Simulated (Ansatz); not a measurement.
# NaLa (P-6m2) in Ansatz: convergence with wavefunction cutoff

Aim: find how far wavefunction cutoff must go before the results for NaLa settle, at PBE. This setting moves, with any that are tied to it; all else stays.

All numbers are computed with Ansatz 0.2.0; they aren't measurements. Logs are shortened: lines on timing, memory, paths and dates and some standing lists are left out, and cuts for length are marked.

**1. The crystal as given**

The structure is hexagonal, space group P-6m2 (No. 187). Conventional cell: a = 3.606 Å, b = 3.606 Å, c = 6.484 Å, α = 90.00°, β = 90.00°, γ = 120.00°. La (site symmetry -6m2) is surrounded by 6 La at 3.61 Å and 6 Na at 3.85 Å. Around Na (site symmetry -6m2) lie 6 Na at 3.61 Å and 6 La at 3.85 Å.

The cell comes from a database or a generator and needn't be the stable form of this composition.

**2. With wavefunction cutoff 200 eV**

Input file input.yaml:

```yaml
crystal:
  lattice:
    - [3.6062507687, 0.0, 0.0]
    - [-1.8031253843, 3.1231047781, 0.0]
    - [0.0, 0.0, 6.483782]
  atoms:
    - { symbol: La, position: [0.3333333333, 0.6666666667, 0.5] }
    - { symbol: Na, position: [0.0, 0.0, 0.0] }
hamiltonian:
  xc: pbe
  pseudopotentials: { kind: paw }
kpoints:
  mp_grid: { grid: [7, 7, 4] }
scf:
  occupations: { method: gaussian, width: 0.1 }
output:
  forces: true
  stress: true
  eigenvalues: true
basis:
  ecutwfc: "200 eV"
```

Potentials or basis: Ansatz PAW.

Command:

```console
$ ansatz run input.yaml --threads 2 --pin off --max-ram 5632MiB --backend cpu --events-out ev --progress --plain --runs-dir out
```

Run time: 0.67 s. Hardware: 2 threads of Arm Neoverse V1, shared host; peak memory 0.27 GiB.

Results:

* Free energy: -7732.3598 eV
* Pressure: -0.3 GPa
* Band gap on the k mesh: none (metal or under the smearing width)

**3. With wavefunction cutoff 250 eV**

Edit input.yaml of step 2 so:

```diff
@@ -20,2 +20,2 @@
 basis:
-  ecutwfc: "200 eV"
+  ecutwfc: "250 eV"
```

Potentials or basis: Ansatz PAW.

Command:

```console
$ ansatz run input.yaml --threads 2 --pin off --max-ram 5632MiB --backend cpu --events-out ev --progress --plain --runs-dir out
```

Wall time 0.83 s (2 threads of Arm Neoverse V1, shared host); peak memory 0.28 GiB.

Results:

- Free energy: -7735.5543 eV
- Pressure: -0.3 GPa
- Band gap on the k mesh: none (metal or under the smearing width)

**4. With wavefunction cutoff 300 eV**

Edit input.yaml of step 3 so:

```diff
@@ -20,2 +20,2 @@
 basis:
-  ecutwfc: "250 eV"
+  ecutwfc: "300 eV"
```

Command:

```console
$ ansatz run input.yaml --threads 2 --pin off --max-ram 5632MiB --backend cpu --events-out ev --progress --plain --runs-dir out
```

Run time: 0.99 s. Hardware: 2 threads of Arm Neoverse V1, shared host; peak memory 0.3 GiB.

Results:

```yaml
Free_energy: -7736.1203 eV
Pressure: -0.2 GPa
Band_gap_on_the_k_mesh: none (metal or under the smearing width)
```

**5. With wavefunction cutoff 350 eV**

Edit input.yaml of step 4 so:

```diff
@@ -20,2 +20,2 @@
 basis:
-  ecutwfc: "300 eV"
+  ecutwfc: "350 eV"
```

Command:

```console
$ ansatz run input.yaml --threads 2 --pin off --max-ram 5632MiB --backend cpu --events-out ev --progress --plain --runs-dir out
```

Run time: 1.1 s. Hardware: 2 threads of Arm Neoverse V1, shared host; peak memory 0.31 GiB.

Results:

```
Free energy            : -7736.1958 eV
Pressure               : -0.2 GPa
Band gap on the k mesh : none (metal or under the smearing width)
```

**6. With wavefunction cutoff 400 eV**

Edit input.yaml of step 5 so:

```diff
@@ -20,2 +20,2 @@
 basis:
-  ecutwfc: "350 eV"
+  ecutwfc: "400 eV"
```

Potentials or basis: Ansatz PAW.

Command:

```console
$ ansatz run input.yaml --threads 2 --pin off --max-ram 5632MiB --backend cpu --events-out ev --progress --plain --runs-dir out
```

It took 1.4 s on 2 threads of Arm Neoverse V1, shared host; peak memory 0.32 GiB.

It converged, with:

- Free energy: -7736.2010 eV
- Pressure: -0.2 GPa
- Band gap on the k mesh: none (metal or under the smearing width)

**7. With wavefunction cutoff 450 eV**

Edit input.yaml of step 6 so:

```diff
@@ -20,2 +20,2 @@
 basis:
-  ecutwfc: "400 eV"
+  ecutwfc: "450 eV"
```

Command:

```console
$ ansatz run input.yaml --threads 2 --pin off --max-ram 5632MiB --backend cpu --events-out ev --progress --plain --runs-dir out
```

Run time: 1.6 s. Hardware: 2 threads of Arm Neoverse V1, shared host; peak memory 0.34 GiB.

The run converged. Its results:

| Item | Value |
| --- | --- |
| Free energy | -7736.2013 eV |
| Pressure | -0.2 GPa |
| Band gap on the k mesh | none (metal or under the smearing width) |

**8. With wavefunction cutoff 500 eV**

Edit input.yaml of step 7 so:

```diff
@@ -20,2 +20,2 @@
 basis:
-  ecutwfc: "450 eV"
+  ecutwfc: "500 eV"
```

Command:

```console
$ ansatz run input.yaml --threads 2 --pin off --max-ram 5632MiB --backend cpu --events-out ev --progress --plain --runs-dir out
```

Wall time 1.7 s (2 threads of Arm Neoverse V1, shared host); peak memory 0.36 GiB.

It converged, with:

| Property | Result |
| --- | --- |
| Free energy | -7736.2019 eV |
| Pressure | -0.2 GPa |
| Band gap on the k mesh | none (metal or under the smearing width) |

**9. With wavefunction cutoff 600 eV**

Edit input.yaml of step 8 so:

```diff
@@ -20,2 +20,2 @@
 basis:
-  ecutwfc: "500 eV"
+  ecutwfc: "600 eV"
```

Potentials or basis: Ansatz PAW.

Command:

```console
$ ansatz run input.yaml --threads 2 --pin off --max-ram 5632MiB --backend cpu --events-out ev --progress --plain --runs-dir out
```

Run time: 2.2 s. Hardware: 2 threads of Arm Neoverse V1, shared host; peak memory 0.34 GiB.

Results (log left out):

| Item | Value |
| --- | --- |
| Free energy | -7736.2022 eV |
| Pressure | -0.2 GPa |
| Band gap on the k mesh | none (metal or under the smearing width) |

**10. With wavefunction cutoff 800 eV**

Edit input.yaml of step 9 so:

```diff
@@ -20,2 +20,2 @@
 basis:
-  ecutwfc: "600 eV"
+  ecutwfc: "800 eV"
```

Potentials or basis: Ansatz PAW.

Command:

```console
$ ansatz run input.yaml --threads 2 --pin off --max-ram 5632MiB --backend cpu --events-out ev --progress --plain --runs-dir out
```

What it wrote:

```text
Warning: RAYON_NUM_THREADS=2 ignored (pool sized by the plan → 2); use --threads N
Engine: ansatz 0.2.0, aarch64-unknown-linux-gnu
Pseudopotentials: kind: paw
Pseudopotential: La, paw, valence charge 11, recommended cutoff 420 eV (normal), La.paw.azcp
Pseudopotential: Na, paw, valence charge 9, recommended cutoff 420 eV (normal), Na.paw.azcp
Functional definition: PBE
  parameter kappa = 0.804
  parameter beta = 0.06672455060314922
  exchange = pbe_x(kappa = kappa, mu = beta*pi^2/3)
  correlation = pbe_c(beta = beta)
Crystal: 2 atoms, lattice volume = 73.025 Å³
Basis set: ecut = 800 eV, 3755 PW (Γ), exchange–correlation on 72×72×120 points (8 copies of the dense FFT grid, shifted against one another)
Bands: 14, of which v1, the nominal top of the filled ones, is band 10 counted from 1 (9 counted from 0)
Symmetry: 12 space group operations
Space group: P-6m2 (ITA 187), of the structure as read, at distance tolerance 4.2e-5 Å
k-points: 24 of 196 (time reversal used)
Non-local potential: La, projectors of the file, l = 0: 3, l = 1: 2, l = 2: 2, l = 3: 3
Non-local potential: Na, projectors of the file, l = 0: 3, l = 1: 2, l = 2: 1
PAW form: soft (Blöchl's): semilocal exchange-correlation on the pseudo side does not see the compensation charge
PAW one-centre angular grid: La, 590 points (default); XC on 64 Gauss nodes
PAW one-centre angular grid: Na, 110 points (default); XC on 64 Gauss nodes
Initial density: superposition of atomic densities (neutral atoms: chi_scale 0, normalization atom), corrected by the library's trained network
Initial wavefunctions: pseudopotential atomic-orbital guess
Functional: x = pbe(κ = 0.804, μ = 0.2195149727645171), c = pbe(β = 0.06672455060314922)
SCF iter   1: F=—  HF=-7736.210911 eV  |F-HF|=—  |Δ(HF+E_count)|=         —  Δρ=3.85e-3  dr2=5.63e-2  ethr=1.77e-3  ⟨swp⟩=3.8  Hψ=1443  notcnv=0
preconditioner: auto → Kerker (q_TF=auto, 2.199 Å⁻¹)  [metal: Δε(μ)=0.033 eV  Ē_g=1.970 eV  σ=0.100 eV  W_gap=0.19  n_scr=10 (ndim 8)  ℏωp=8.7 eV  f_vac=0.000  D(μ)=2.07/eV (n_scr^D=22)]
SCF iter   2: F=—  HF=-7736.205885 eV  |F-HF|=—  |Δ(HF+E_count)|=   5.03e-3  Δρ=2.41e-3  dr2=2.31e-2  ethr=2.82e-4  ⟨swp⟩=2.0  Hψ=600  notcnv=0
SCF iter   3: F=—  HF=-7736.202555 eV  |F-HF|=—  |Δ(HF+E_count)|=   3.33e-3  Δρ=6.27e-4  dr2=1.19e-3  ethr=1.15e-4  ⟨swp⟩=2.1  Hψ=582  notcnv=0
SCF iter   4: F=—  HF=-7736.202302 eV  |F-HF|=—  |Δ(HF+E_count)|=   2.53e-4  Δρ=2.75e-4  dr2=1.11e-4  ethr=5.93e-6  ⟨swp⟩=2.0  Hψ=464  notcnv=0
SCF iter   5: F=—  HF=-7736.202283 eV  |F-HF|=—  |Δ(HF+E_count)|=   1.96e-5  Δρ=1.14e-4  dr2=1.16e-5  ethr=5.57e-7  ⟨swp⟩=2.5  Hψ=511  notcnv=0
SCF iter   6: F=—  HF=-7736.202275 eV  |F-HF|=—  |Δ(HF+E_count)|=   8.05e-6  Δρ=4.11e-5  dr2=1.52e-6  ethr=5.80e-8  ⟨swp⟩=2.2  Hψ=475  notcnv=0
SCF iter   7: F=-7736.202275 eV  HF=-7736.202275 eV  |F-HF|=2.00e-8  |Δ(HF+E_count)|=   2.32e-7  Δρ=8.41e-6  dr2=7.52e-8  ethr=5.00e-10  ⟨swp⟩=4.8  Hψ=1808  notcnv=0
SCF 1 converged in 7 iterations: F = -7736.202275 eV  dr2 = 7.52e-8
SCF converged after 7 iterations
Free energy (F): -7736.202275 eV
Harris-Foulkes:  -7736.202275 eV  (|F-HF|=2.00e-8)
Internal energy: -7736.194642 eV  (E = F + TS)
E sigma→0 (E₀):  -7736.198458 eV
Entropy (-TS):   -0.007633 eV (-3.817 meV/atom)
Fermi energy:    6.511894 eV
--- Per-component energies (eV) ---
  E_band       = -291.657908
  E_kinetic    = 312.938812
  E_local      = -1778.458160  (includes V_loc(G=0)·N_el)
  E_nonlocal   = 209.420497
  E_hartree    = 631.612173
  E_xc         = -177.432966
  E_vxc        = -196.494209  (∫ρ·V_xc dr)
  E_paw        = -5678.666676  (= ΣΔE_a)
  E_vpaw       = -102.284555  (= ΣTr[D̂ρ^β])
  E_aug_tail   = 0.000001  (compensation charges beyond the density's cutoff)
  E_ewald      = -1255.608322
  E_smearing   = -0.007633  (= −TS)
  E_closure    = -0.000000  (closes the sum)
  Σ components = -7736.202275   (vs F -7736.202275, Δ=0.00e0)
--- Forces (eV/Å), atoms counted from 1 ---
  atom   1  La    -0.00000000     0.00000000     0.00000000
  atom   2  Na    -0.00000000    -0.00000000     0.00000000
  max |Σ_I F_I| component: 1.27e-17 eV/Å
--- Stress (GPa, compression-positive) ---
       -0.430643      -0.000000      -0.000000
        0.000000      -0.430643       0.000000
       -0.000000       0.000000       0.160601
  P = ⅓ Tr σ = -0.2336 GPa (-2.336 kbar)
--- Band table (eV; the first three rows and the last of 24) ---
  k-point 0: bands = ["-46.0067", "-26.6154", "-17.9225", "-17.9201", "-17.9201", "-10.3717", "-9.5127", "-9.5127", "3.2210", "5.2802", "7.2588", "7.5269", "8.0717", "8.0717"]
  k-point 1: bands = ["-46.0067", "-26.6155", "-17.9221", "-17.9201", "-17.9201", "-10.3748", "-9.5126", "-9.5126", "3.5171", "5.0674", "6.8621", "7.5278", "7.8583", "8.0714"]
  k-point 2: bands = ["-46.0067", "-26.6155", "-17.9218", "-17.9201", "-17.9201", "-10.3778", "-9.5126", "-9.5126", "4.1474", "4.4699", "6.5204", "7.5285", "7.7898", "8.0712"]
  k-point 23: bands = ["-46.0044", "-26.4034", "-17.9524", "-17.9419", "-17.9157", "-10.6604", "-10.3064", "-10.1078", "5.9397", "6.9129", "6.9936", "7.5177", "7.8954", "8.0364"]
```

Run time: 2.8 s. Hardware: 2 threads of Arm Neoverse V1, shared host; peak memory 0.39 GiB.

Results:

```
Free energy            : -7736.2023 eV
Pressure               : -0.2 GPa
Band gap on the k mesh : none (metal or under the smearing width)
```

**11. Result**

```tsv
wavefunction cutoff	energy less the tightest run, at zero smearing (meV/atom)	pressure (GPa)	SCF cycles	CPU time (s)	peak memory (GiB)
200 eV	1920.89	-0.30	7	1.2	0.27
250 eV	323.87	-0.27	7	1.5	0.28
300 eV	40.99	-0.24	7	1.8	0.3
350 eV	3.25	-0.24	7	2	0.31
400 eV	0.64	-0.23	7	2.6	0.32
450 eV	0.48	-0.23	7	3	0.34
500 eV	0.21	-0.23	7	3.2	0.36
600 eV	0.04	-0.23	7	4.2	0.34
800 eV	0.00	-0.23	7	5.4	0.39
```

Against the tightest run, the energy stays within 1 meV/atom from 400 eV on; the pressure stays within 0.1 GPa from 200 eV on. The tightest run that finished is the yardstick and may itself not be fully converged.
